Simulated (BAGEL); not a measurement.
# One shape, several levels: triplet CH6NPSi

Aim: a comparison of 5 runs (UHF/STO-3G, UHF/3-21G, ROHF/6-31G*, UHF/6-31G*, ROHF/def2-SVP) of triplet CH6NPSi. 

Program for the calculation: BAGEL 1.2.2.

2 further runs of the same task are left out: 2 set aside as unsound or not needed.

## (1) The structure to begin with

CH6NPSi has 10 atoms, charge 0, and is taken as a triplet. SMILES of the parent species: `C1NP[SiH2]1`. The coordinates come from a PBE0-D4/def2-TZVP relaxation. That shape belongs to the parent species and isn't relaxed for this state.

Bond lengths: C1–N2 1.466 Å, N2–P3 1.737 Å, C1–Si4 1.900 Å, P3–Si4 2.263 Å, C1–H5 1.094 Å, C1–H6 1.100 Å, N2–H7 1.012 Å, P3–H8 1.446 Å, Si4–H9 1.486 Å, Si4–H10 1.487 Å. Some angles: C1–N2–P3 108.8°, N2–C1–Si4 91.6°, N2–P3–Si4 73.5°, C1–Si4–P3 77.1°, C1–N2–H7 117.6°, P3–N2–H7 119.0°, N2–C1–H5 113.0°, N2–C1–H6 113.4°, Si4–C1–H5 118.7°, Si4–C1–H6 110.6°.

## (2) The energy at UHF/STO-3G (density fitting with qzvpp-jkfit) (run 1)

Input file job.json:

```json
{ "bagel" : [

{
  "title" : "molecule",
  "basis" : "sto-3g",
  "df_basis" : "qzvpp-jkfit",
  "angstrom" : true,
  "geometry" : [
    { "atom" : "C", "xyz" : [      -0.518900,       0.753700,      -0.280300 ] },
    { "atom" : "N", "xyz" : [       0.388700,       0.867200,       0.865200 ] },
    { "atom" : "P", "xyz" : [       0.973900,      -0.716000,       1.275900 ] },
    { "atom" : "Si", "xyz" : [       0.382300,      -0.797300,      -0.907400 ] },
    { "atom" : "H", "xyz" : [      -0.525900,       1.647300,      -0.910700 ] },
    { "atom" : "H", "xyz" : [      -1.554200,       0.512400,       0.003600 ] },
    { "atom" : "H", "xyz" : [       0.126500,       1.500500,       1.609100 ] },
    { "atom" : "H", "xyz" : [      -0.253100,      -1.393600,       1.631500 ] },
    { "atom" : "H", "xyz" : [       1.493100,      -0.499900,      -1.848100 ] },
    { "atom" : "H", "xyz" : [      -0.429200,      -1.925500,      -1.435800 ] }
  ]
},

{ "title" : "uhf", "nopen" : 2 },

{ "title" : "print", "file" : "orbitals.molden", "orbitals" : true }

]}
```

On the command line:

```bash
BAGEL_NUM_THREADS=1 BAGEL job.json > job.out
```

The log of the run:

```text
* using 1 threads per process

  ===============================================================
  ===============================================================

  *** Geometry ***

  { "atom" : "C", "xyz" : [     -0.980579,      1.424287,     -0.529690 ] },
  { "atom" : "N", "xyz" : [      0.734537,      1.638770,      1.634991 ] },
  { "atom" : "P", "xyz" : [      1.840404,     -1.353044,      2.411102 ] },
[... 6 lines of this table left out ...]
  { "atom" : "H", "xyz" : [     -0.811070,     -3.638668,     -2.713269 ] },

  Number of auxiliary basis functions:      516

  Since a DF basis is specified, we compute 2- and 3-index integrals:
    o Being stored without compression. Storage requirement is 0.005 GB

  Number of basis functions:       34
  Number of electrons      :       48

    * METHOD: MOLECULE                             0.18

  *** Open-shell HF ***

  === Nuclear Repulsion ===
   222.3692007122

      * DIIS with orbital gradients will be used.

  === UHF iteration (sto-3g) ===
      0       -716.83719299          0.01837930           0.05
      1       -716.89050195          0.00689486           0.05
      2       -716.90110066          0.00284455           0.05
[... 15 lines of this table left out ...]
     18       -716.90929779          0.00000001           0.05
    * SCF iteration converged.

    * S^2 (UHF) is 2.0120

    * Permanent dipole moment:
           (    0.134583,     0.119175,    -0.780309) a.u.

    * METHOD: UHF                                  1.07

    * METHOD: PRINT                                0.00

  ===============================================================
```

Run time: 1.4 s. Hardware: 1 thread of Arm Neoverse V2, shared host.

## (3) The energy at UHF/3-21G (density fitting with qzvpp-jkfit) (run 2)

Input file input.json:

```json
{ "bagel" : [

{
  "title" : "molecule",
  "basis" : "3-21g",
  "df_basis" : "qzvpp-jkfit",
  "angstrom" : "true",
  "geometry" : [
    { "atom" : "C", "xyz" : [      -0.518900,       0.753700,      -0.280300 ] },
    { "atom" : "N", "xyz" : [       0.388700,       0.867200,       0.865200 ] },
    { "atom" : "P", "xyz" : [       0.973900,      -0.716000,       1.275900 ] },
    { "atom" : "Si", "xyz" : [       0.382300,      -0.797300,      -0.907400 ] },
    { "atom" : "H", "xyz" : [      -0.525900,       1.647300,      -0.910700 ] },
    { "atom" : "H", "xyz" : [      -1.554200,       0.512400,       0.003600 ] },
    { "atom" : "H", "xyz" : [       0.126500,       1.500500,       1.609100 ] },
    { "atom" : "H", "xyz" : [      -0.253100,      -1.393600,       1.631500 ] },
    { "atom" : "H", "xyz" : [       1.493100,      -0.499900,      -1.848100 ] },
    { "atom" : "H", "xyz" : [      -0.429200,      -1.925500,      -1.435800 ] }
  ]
},

{ "title" : "uhf", "nopen" : 2 },

{ "title" : "print", "file" : "orbitals.molden", "orbitals" : "true" }

]}
```

On the command line:

```bash
BAGEL_NUM_THREADS=1 BAGEL input.json > input.out
```

The log of the run:

```text
* using 1 threads per process

  ===============================================================
  ===============================================================

  *** Geometry ***

  { "atom" : "C", "xyz" : [     -0.980579,      1.424287,     -0.529690 ] },
  { "atom" : "N", "xyz" : [      0.734537,      1.638770,      1.634991 ] },
  { "atom" : "P", "xyz" : [      1.840404,     -1.353044,      2.411102 ] },
[... 6 lines of this table left out ...]
  { "atom" : "H", "xyz" : [     -0.811070,     -3.638668,     -2.713269 ] },

  Number of auxiliary basis functions:      516

  Since a DF basis is specified, we compute 2- and 3-index integrals:
    o Being stored without compression. Storage requirement is 0.013 GB

  Number of basis functions:       56
  Number of electrons      :       48

    * METHOD: MOLECULE                             0.18

  *** Open-shell HF ***

  === Nuclear Repulsion ===
   222.3692007122

      * DIIS with orbital gradients will be used.

  === UHF iteration (3-21g) ===
      0       -721.31501746          0.03472858           0.09
      1       -721.39817834          0.02273186           0.09
      2       -721.42488307          0.01593020           0.09
[... 29 lines of this table left out ...]
     32       -721.45174602          0.00000001           0.09
    * SCF iteration converged.

    * S^2 (UHF) is 2.0183

    * Permanent dipole moment:
           (    0.307755,    -0.109205,    -0.958368) a.u.

    * METHOD: UHF                                  3.03

    * METHOD: PRINT                                0.01

  ===============================================================
```

Run time: 3.6 s. Hardware: 1 thread of Arm Neoverse V2, shared host; peak memory 0.093 GiB.

Runs 3 to 4 aren't shown in full; the table further down has their settings and results.

## (4) A single-point energy at ROHF/def2-SVP (density fitting with qzvpp-jkfit) (run 5)

Input file input.json:

```json
{ "bagel": [

{
  "title": "molecule",
  "basis": "svp",
  "df_basis": "qzvpp-jkfit",
  "angstrom": true,
  "geometry": [
    { "atom": "C", "xyz": [      -0.518900,       0.753700,      -0.280300 ] },
    { "atom": "N", "xyz": [       0.388700,       0.867200,       0.865200 ] },
    { "atom": "P", "xyz": [       0.973900,      -0.716000,       1.275900 ] },
    { "atom": "Si", "xyz": [       0.382300,      -0.797300,      -0.907400 ] },
    { "atom": "H", "xyz": [      -0.525900,       1.647300,      -0.910700 ] },
    { "atom": "H", "xyz": [      -1.554200,       0.512400,       0.003600 ] },
    { "atom": "H", "xyz": [       0.126500,       1.500500,       1.609100 ] },
    { "atom": "H", "xyz": [      -0.253100,      -1.393600,       1.631500 ] },
    { "atom": "H", "xyz": [       1.493100,      -0.499900,      -1.848100 ] },
    { "atom": "H", "xyz": [      -0.429200,      -1.925500,      -1.435800 ] }
  ]
},

{
  "title": "rohf",
  "nopen": 2
},

{
  "title": "print",
  "file": "orbitals.molden",
  "orbitals": true
}

]}
```

On the command line:

```bash
BAGEL_NUM_THREADS=1 BAGEL input.json > input.out
```

The log of the run:

```text
* using 1 threads per process

  ===============================================================
  ===============================================================

  *** Geometry ***

  { "atom" : "C", "xyz" : [     -0.980579,      1.424287,     -0.529690 ] },
  { "atom" : "N", "xyz" : [      0.734537,      1.638770,      1.634991 ] },
  { "atom" : "P", "xyz" : [      1.840404,     -1.353044,      2.411102 ] },
[... 6 lines of this table left out ...]
  { "atom" : "H", "xyz" : [     -0.811070,     -3.638668,     -2.713269 ] },

  Number of auxiliary basis functions:      516

  Since a DF basis is specified, we compute 2- and 3-index integrals:
    o Being stored without compression. Storage requirement is 0.036 GB

  Number of basis functions:       94
  Number of electrons      :       48

    * METHOD: MOLECULE                             0.24

  *** Open-shell HF ***

  === Nuclear Repulsion ===
   222.3692007122

      * DIIS with orbital gradients will be used.

  === ROHF iteration (svp) ===
      0       -724.76332213          0.03018898           0.18
      1       -724.87844944          0.02580895           0.17
      2       -724.93496997          0.01835484           0.17
[... 26 lines of this table left out ...]
     29       -724.99982817          0.00000001           0.16
    * SCF iteration converged.

    * S^2 (ROHF) is 2.0000

    * Permanent dipole moment:
           (    0.270144,     0.033581,    -0.248396) a.u.

    * METHOD: ROHF                                 5.24

    * METHOD: PRINT                                0.01

  ===============================================================
```

It took 5.7 s on 1 thread of Arm Neoverse V2, shared host; peak memory 0.14 GiB.

## (5) Overview of the runs

| run | level | energy (Eh) | dipole moment (D) | ⟨S²⟩ | wall time |
| --- | --- | --- | --- | --- | --- |
| 1 | UHF/STO-3G (density fitting with qzvpp-jkfit) | -716.909298 | 2.04 | 2.012 | 1.4 s |
| 2 | UHF/3-21G (density fitting with qzvpp-jkfit) | -721.451746 | 2.57 | 2.018 | 3.6 s |
| 3 | ROHF/6-31G* (density fitting with qzvpp-jkfit, spherical functions) | -725.231963 | 0.96 | 2.000 | 4.5 s |
| 4 | UHF/6-31G* (density fitting with qzvpp-jkfit, spherical functions) | -725.236964 | 0.98 | 2.018 | 4.5 s |
| 5 | ROHF/def2-SVP (density fitting with qzvpp-jkfit) | -724.999828 | 0.94 | 2.000 | 5.7 s |

## (6) Summary of results

| quantity | value |
| --- | --- |
| run 5: total energy | -724.99983 Eh |
| run 5: dipole moment | 0.94 D |
| run 5: ⟨S²⟩ | 2.000 |

In words: The dipole moment (its size) runs from 0.94 D (ROHF/def2-SVP) to 2.57 D (UHF/3-21G). The two ends differ in method and basis. In run 1 the basis is minimal, so the values are rough. All runs together took 20 s, the longest 5.7 s.
